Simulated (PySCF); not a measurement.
# ErO(OH): other functionals and bases at one geometry

Aim: see how levels, charges and forces of ErO(OH) depend on the level of theory. It is a constructed species; whether it can be made isn't addressed.

Program: PySCF 2.14.0. Level of theory: several levels, as the steps say, no spin–orbit coupling. These are calculated values, not measurements.

1 further run of the same task is left out (for a known fault of the program).

## Step 1: Starting geometry

4 atoms, charge 0, spin multiplicity 1.

Bond lengths: Er1–O2 1.820 Å, Er1–O3 2.033 Å, O3–H4 0.959 Å. Angles: O2–Er1–O3 112.3°, Er1–O3–H4 139.6°.

Geometry (Å):

| atom | x (Å) | y (Å) | z (Å) |
| --- | --- | --- | --- |
| Er1 | -0.0178 | -0.0436 | -0.4086 |
| O2 | 1.2380 | 0.0316 | 0.9064 |
| O3 | -1.9115 | 0.0227 | 0.3286 |
| H4 | -2.3652 | 0.0780 | 1.1722 |

Formal oxidation states: Er +3. Each metal's 11 4f electrons lie in its core potential, so multiplicities, spins and levels count the valence alone. An earlier session relaxed this geometry at PBE0, Er lcecp-1-SVP with ECP57, O def2-SVP, H def2-SVP (singlet, point group Cs).

At PBE0 on the finer grid: E = -189.069297 Eh, HOMO -6.30 eV, LUMO -2.20 eV, Mulliken charge on Er1 +0.79 e, largest force component 0.010 eV/Å. 

Levels to run: M06-L; CAM-B3LYP; PBE0, TZVP. Hardware: 2 threads of Arm Neoverse V1, shared host.

## Step 2: M06-L

run.py (the lines that set the calculation)

```python
mol = gto.M(atom='''
Er    -0.01778    -0.04356    -0.40859
O      1.23798     0.03157     0.90636
O     -1.91151     0.02275     0.32862
H     -2.36517     0.07800     1.17217''',
    basis={'Er': 'lcecp-1-SVP', 'O': 'def2-SVP', 'H': 'def2-SVP'},
    ecp={'Er': 'lcecp-1-SVP'},
    charge=0, spin=0)
mf = dft.RKS(mol, xc='M06L')
mf.grids.atom_grid = (75, 302)  # f atoms: unpruned, at least (60, 302)
mf = mf.density_fit()  # fitting sets: Er AutoAux, O def2-universal-JKFIT, H def2-universal-JKFIT
mf.conv_tol = 1e-08; mf.max_cycle = 55
mf.kernel(dm0)  # dm0: the density of the relaxed state
```

The run is started by

```
OMP_NUM_THREADS=2 python run.py
```

What it wrote:

```text
init E= -189.221568514151
  HOMO = -0.185406819267445  LUMO = -0.0691756238527539  gap/eV = 3.16281
cycle= 1 E= -189.224557273977  delta_E= -0.00299  |g|= 0.0342  |ddm|= 0.195
  HOMO = -0.174797887498756  LUMO = -0.0679672933942896  gap/eV = 2.90701
cycle= 2 E= -189.224004422116  delta_E= 0.000553  |g|= 0.0637  |ddm|= 0.0736
  HOMO = -0.179322721406643  LUMO = -0.0676488473793739  gap/eV = 3.03880
cycle= 3 E= -189.224736204122  delta_E= -0.000732  |g|= 0.0168  |ddm|= 0.0528
  HOMO = -0.178213756106568  LUMO = -0.0682317293710035  gap/eV = 2.99276
cycle= 4 E= -189.224785560176  delta_E= -4.94e-05  |g|= 0.0111  |ddm|= 0.023
  HOMO = -0.179136619997467  LUMO = -0.0682901923720429  gap/eV = 3.01628
cycle= 5 E= -189.224811221546  delta_E= -2.57e-05  |g|= 0.000833  |ddm|= 0.00812
  HOMO = -0.179016350806141  LUMO = -0.0682033926470389  gap/eV = 3.01537
cycle= 6 E= -189.2248114173  delta_E= -1.96e-07  |g|= 0.00021  |ddm|= 0.00129
  HOMO = -0.179033794315672  LUMO = -0.0682066709528293  gap/eV = 3.01576
cycle= 7 E= -189.224811430595  delta_E= -1.33e-08  |g|= 3.21e-05  |ddm|= 0.000296
  HOMO = -0.179033107034715  LUMO = -0.0682095645528946  gap/eV = 3.01566
cycle= 8 E= -189.224811430941  delta_E= -3.45e-10  |g|= 1.08e-05  |ddm|= 7.11e-05
  HOMO = -0.179035088151563  LUMO = -0.0682095015879334  gap/eV = 3.01572
Extra cycle  E= -189.224811430955  delta_E= -1.4e-11  |g|= 8.67e-06  |ddm|= 2.41e-05
converged SCF energy = -189.224811430955
```

Wall time 12 s (2 threads of Arm Neoverse V1, shared host).

Result: E = -189.224811 Eh, HOMO -4.87 eV, LUMO -1.86 eV, Mulliken charge on Er1 +0.89 e, largest force component 0.455 eV/Å. 

## Step 3: CAM-B3LYP

Changes to run.py (the lines that set the calculation) since step 2:

```diff
@@ -8,3 +8,3 @@
     charge=0, spin=0)
-mf = dft.RKS(mol, xc='M06L')
+mf = dft.RKS(mol, xc='CAMB3LYP')
 mf.grids.atom_grid = (75, 302)  # f atoms: unpruned, at least (60, 302)
```

The run is started by

```
OMP_NUM_THREADS=2 python run.py
```

What it wrote:

```text
init E= -189.154503071224
  HOMO = -0.282050213233847  LUMO = -0.0563798941476144  gap/eV = 6.14080
cycle= 1 E= -189.154996205755  delta_E= -0.000493  |g|= 0.0574  |ddm|= 0.105
  HOMO = -0.266505976485496  LUMO = -0.0605509524345358  gap/eV = 5.60432
cycle= 2 E= -189.15276463033  delta_E= 0.00223  |g|= 0.121  |ddm|= 0.128
  HOMO = -0.280660362720474  LUMO = -0.0590414254743941  gap/eV = 6.03056
cycle= 3 E= -189.155672385387  delta_E= -0.00291  |g|= 0.01  |ddm|= 0.0873
  HOMO = -0.279994161621607  LUMO = -0.059115127009715  gap/eV = 6.01042
cycle= 4 E= -189.155692518991  delta_E= -2.01e-05  |g|= 0.00198  |ddm|= 0.00756
  HOMO = -0.280189688718405  LUMO = -0.0592251707754841  gap/eV = 6.01275
cycle= 5 E= -189.15569467459  delta_E= -2.16e-06  |g|= 0.00045  |ddm|= 0.00443
  HOMO = -0.280294506325707  LUMO = -0.0592561509974487  gap/eV = 6.01476
cycle= 6 E= -189.15569494099  delta_E= -2.66e-07  |g|= 0.00016  |ddm|= 0.00177
  HOMO = -0.280288989394428  LUMO = -0.0592532840748738  gap/eV = 6.01469
cycle= 7 E= -189.155694998665  delta_E= -5.77e-08  |g|= 4.57e-05  |ddm|= 0.00106
  HOMO = -0.280282407813254  LUMO = -0.0592499130878394  gap/eV = 6.01460
cycle= 8 E= -189.155695005555  delta_E= -6.89e-09  |g|= 1.47e-05  |ddm|= 0.000417
  HOMO = -0.280281860452328  LUMO = -0.0592502045644316  gap/eV = 6.01458
Extra cycle  E= -189.155695006007  delta_E= -4.52e-10  |g|= 8.29e-06  |ddm|= 7.11e-05
converged SCF energy = -189.155695006007
```

Run time: 7 s. Hardware: 2 threads of Arm Neoverse V1, shared host.

Result: E = -189.155695 Eh, HOMO -7.63 eV, LUMO -1.61 eV, Mulliken charge on Er1 +0.77 e, largest force component 0.084 eV/Å. 

## Step 4: PBE0, TZVP

Basis: Er lcecp-1-TZVP with ECP57, O def2-TZVP, H def2-TZVP. 

run.py (the lines that set the calculation)

```python
mol = gto.M(atom='''
Er    -0.01778    -0.04356    -0.40859
O      1.23798     0.03157     0.90636
O     -1.91151     0.02275     0.32862
H     -2.36517     0.07800     1.17217''',
    basis={'Er': 'lcecp-1-TZVP', 'O': 'def2-TZVP', 'H': 'def2-TZVP'},
    ecp={'Er': 'lcecp-1-TZVP'},
    charge=0, spin=0)
mf = dft.RKS(mol, xc='PBE0')
mf.grids.atom_grid = (75, 302)  # f atoms: unpruned, at least (60, 302)
mf = mf.density_fit()  # fitting sets: Er AutoAux, O def2-universal-JKFIT, H def2-universal-JKFIT
mf.conv_tol = 1e-08; mf.max_cycle = 55
mf.kernel(dm0)  # dm0: free metal ions and neutral atoms
```

The run is started by

```
OMP_NUM_THREADS=2 python run.py
```

What it wrote:

```text
init E= -193.716236638114
  HOMO = -0.227273630802977  LUMO = -0.125497638988278  gap/eV = 2.76947
cycle= 1 E= -189.151335453789  delta_E= 4.56  |g|= 0.896  |ddm|= 2.05
  HOMO = -0.22863188374866  LUMO = -0.0681104982838825  gap/eV = 4.36801
cycle= 2 E= -189.044009484614  delta_E= 0.107  |g|= 1.11  |ddm|= 0.855
  HOMO = -0.203143870779558  LUMO = -0.0801333135826958  gap/eV = 3.34729
cycle= 3 E= -189.239937472063  delta_E= -0.196  |g|= 0.265  |ddm|= 0.607
  HOMO = -0.254726982878378  LUMO = -0.0804634258168093  gap/eV = 4.74195
cycle= 4 E= -189.242388709288  delta_E= -0.00245  |g|= 0.24  |ddm|= 0.252
  HOMO = -0.232431873269677  LUMO = -0.0820899021687076  gap/eV = 4.09101
cycle= 5 E= -189.253514767822  delta_E= -0.0111  |g|= 0.0202  |ddm|= 0.126
  HOMO = -0.231619040181131  LUMO = -0.0809627217036528  gap/eV = 4.09957
cycle= 6 E= -189.253584936728  delta_E= -7.02e-05  |g|= 0.00626  |ddm|= 0.0184
  HOMO = -0.23146271260057  LUMO = -0.0811570753647644  gap/eV = 4.09002
cycle= 7 E= -189.253594188282  delta_E= -9.25e-06  |g|= 0.000801  |ddm|= 0.00529
  HOMO = -0.231386748066828  LUMO = -0.0811145350206175  gap/eV = 4.08912
cycle= 8 E= -189.253594395337  delta_E= -2.07e-07  |g|= 0.000184  |ddm|= 0.00118
  HOMO = -0.231397706312144  LUMO = -0.081092603011502  gap/eV = 4.09001
cycle= 9 E= -189.253594419277  delta_E= -2.39e-08  |g|= 6.79e-05  |ddm|= 0.000592
  HOMO = -0.231399499429847  LUMO = -0.0810969251112468  gap/eV = 4.08994
cycle= 10 E= -189.253594421722  delta_E= -2.44e-09  |g|= 1.52e-05  |ddm|= 0.000143
  HOMO = -0.231393418057612  LUMO = -0.0810945836368226  gap/eV = 4.08984
Extra cycle  E= -189.253594421833  delta_E= -1.11e-10  |g|= 1.94e-05  |ddm|= 4.72e-05
converged SCF energy = -189.253594421833
```

It took 9.6 s on 2 threads of Arm Neoverse V1, shared host.

Result: E = -189.253594 Eh, HOMO -6.30 eV, LUMO -2.21 eV, Mulliken charge on Er1 +1.25 e, largest force component 0.276 eV/Å. 

## Step 5: All levels side by side

| level | state | HOMO (eV) | gap (eV) | charge on Er1 (e) | dipole (D) | largest force (eV/Å) | basis functions | time |
| --- | --- | --- | --- | --- | --- | --- | --- | --- |
| PBE0 (relaxed here) | singlet | -6.30 | 4.10 | 0.79 | 6.19 | 0.01 | 66 | 13 s |
| M06-L | singlet | -4.87 | 3.02 | 0.89 | 6.01 | 0.45 | 66 | 12 s |
| CAM-B3LYP | singlet | -7.63 | 6.01 | 0.77 | 6.42 | 0.08 | 66 | 7 s |
| PBE0, TZVP | singlet | -6.30 | 4.09 | 1.25 | 6.47 | 0.28 | 115 | 9.6 s |

Times are on 2 threads of Arm Neoverse V1, shared host; the first row also made further properties.

In one basis the HOMO–LUMO gap runs from 3.02 eV (M06-L) to 6.01 eV (CAM-B3LYP). The largest leftover force, 0.45 eV/Å with M06-L, stands at a geometry relaxed at another level. The Mulliken charge on Er spans +0.77 to +1.25 e over the levels. With 4f in the core, its levels are missing from HOMO and gap. Total energies of different levels can't be compared. Spin–orbit coupling is left out throughout.
